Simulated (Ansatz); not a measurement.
# AlCl2HSe: functionals against CCSD(T) at one geometry

A test off equilibrium: a structure displaced at random from a GFN2-xTB minimum is computed at several levels, and each is set against CCSD(T).

Program: Ansatz 0.2.0, Gaussian basis. Level of theory: single points in def2-TZVPP. These are calculated values, not measurements.

Cores are frozen in the correlated methods. Filled d shells of the heavier atoms are correlated.

**1. The system as given**

SMILES `[Cl][Al]([Cl])[SeH]`, 5 atoms, charge 0, spin multiplicity 1.

Atoms are counted from 1 here; the program's logs count them from 0.

Bond lengths: Cl1–Al2 1.908 Å, Al2–Cl3 1.988 Å, Al2–Se4 2.239 Å, Se4–H5 1.406 Å. Angles: Cl1–Al2–Cl3 122.0°, Cl1–Al2–Se4 119.3°, Cl3–Al2–Se4 118.7°, Al2–Se4–H5 93.5°.

Geometry (Å):

```mol
AlCl2HSe
  3D, bonds by distance, orders not assigned

  5  4  0  0  0  0  0  0  0  0999 V2000
   -0.9415   -1.2653    1.5836 Cl  0  0
    0.2533   -0.3728    0.3932 Al  0  0
    1.9861   -1.1770   -0.1585 Cl  0  0
   -0.2946    1.6492   -0.3965 Se  0  0
   -0.9393    1.1258   -1.5316 H   0  0
  1  2  8  0
  2  3  8  0
  2  4  8  0
  4  5  8  0
M  END
```

**2. CCSD(T)/def2-TZVPP**

Contents of run/in.yaml:

```yaml
crystal:
  periodic: [false, false, false]
  atoms:
    - {symbol: Cl, position_ang: [-0.941500, -1.265300, 1.583600]}
    - {symbol: Al, position_ang: [0.253300, -0.372800, 0.393200]}
    - {symbol: Cl, position_ang: [1.986100, -1.177000, -0.158500]}
    - {symbol: Se, position_ang: [-0.294600, 1.649200, -0.396500]}
    - {symbol: H, position_ang: [-0.939300, 1.125800, -1.531600]}
basis:
  gaussian: {orbitals: def2-TZVPP}
correlation: {method: ccsd_t}
```

The command line of these runs was not kept.

**3. PBE0-D4/def2-TZVPP**

run/in.yaml: that of step 2 with these lines changed.

```diff
@@ -10,2 +10,3 @@
   gaussian: {orbitals: def2-TZVPP}
-correlation: {method: ccsd_t}
+hamiltonian: {xc: pbe0, dispersion: d4}
+output: {forces: true, orbitals: {seedname: orbitals}}
```

**4. wB97M-V/def2-TZVPP**

run/in.yaml: that of step 3 with these lines changed.

```diff
@@ -10,3 +10,3 @@
   gaussian: {orbitals: def2-TZVPP}
-hamiltonian: {xc: pbe0, dispersion: d4}
-output: {forces: true, orbitals: {seedname: orbitals}}
+hamiltonian: {xc: {name: wB97M-V}}
+output: {forces: true}
```

**5. r2SCAN-D4/def2-TZVPP**

run/in.yaml: that of step 4 with these lines changed.

```diff
@@ -10,3 +10,3 @@
   gaussian: {orbitals: def2-TZVPP}
-hamiltonian: {xc: {name: wB97M-V}}
+hamiltonian: {xc: r2scan, dispersion: d4}
 output: {forces: true}
```

**6. PBE-D4/def2-TZVPP**

run/in.yaml: that of step 5 with these lines changed.

```diff
@@ -10,3 +10,3 @@
   gaussian: {orbitals: def2-TZVPP}
-hamiltonian: {xc: r2scan, dispersion: d4}
+hamiltonian: {xc: pbe, dispersion: d4}
 output: {forces: true}
```

**7. r2SCANh-D4/def2-TZVPP**

run/in.yaml: that of step 6 with these lines changed.

```diff
@@ -10,3 +10,3 @@
   gaussian: {orbitals: def2-TZVPP}
-hamiltonian: {xc: pbe, dispersion: d4}
+hamiltonian: {xc: {name: r2SCANh}, dispersion: d4}
 output: {forces: true}
```

**8. LC-wPBE/def2-TZVPP**

run/in.yaml: that of step 7 with these lines changed.

```diff
@@ -10,3 +10,3 @@
   gaussian: {orbitals: def2-TZVPP}
-hamiltonian: {xc: {name: r2SCANh}, dispersion: d4}
+hamiltonian: {xc: {name: LC-wPBE}}
 output: {forces: true}
```

(Steps that only read results are left out.)

Before running it: what results should come out? Wanted: energy less free atoms, CCSD(T)/def2-TZVPP; RMS force component; HOMO and LUMO, PBE0-D4; T1 diagnostic.

As calculated:

| quantity | value |
| --- | --- |
| energy less free atoms, CCSD(T)/def2-TZVPP | -1377.1 kJ/mol |
| RMS force component | 1.539 to 1.724 eV/Å over the methods |
| HOMO and LUMO, PBE0-D4 | -7.30 and -1.21 eV |
| T1 diagnostic | 0.008 |

Against CCSD(T) the functionals' energies less atoms differ by -70.5 to -24.0 kJ/mol, PBE-D4 by -47.0 kJ/mol. CCSD(T) in triple zeta still lacks some correlation energy of the bonds, so part of these gaps is its own basis error and they don't rank the functionals. No sound CCSD(T) forces are at hand. Among the functionals the RMS force differs by up to 12 %.
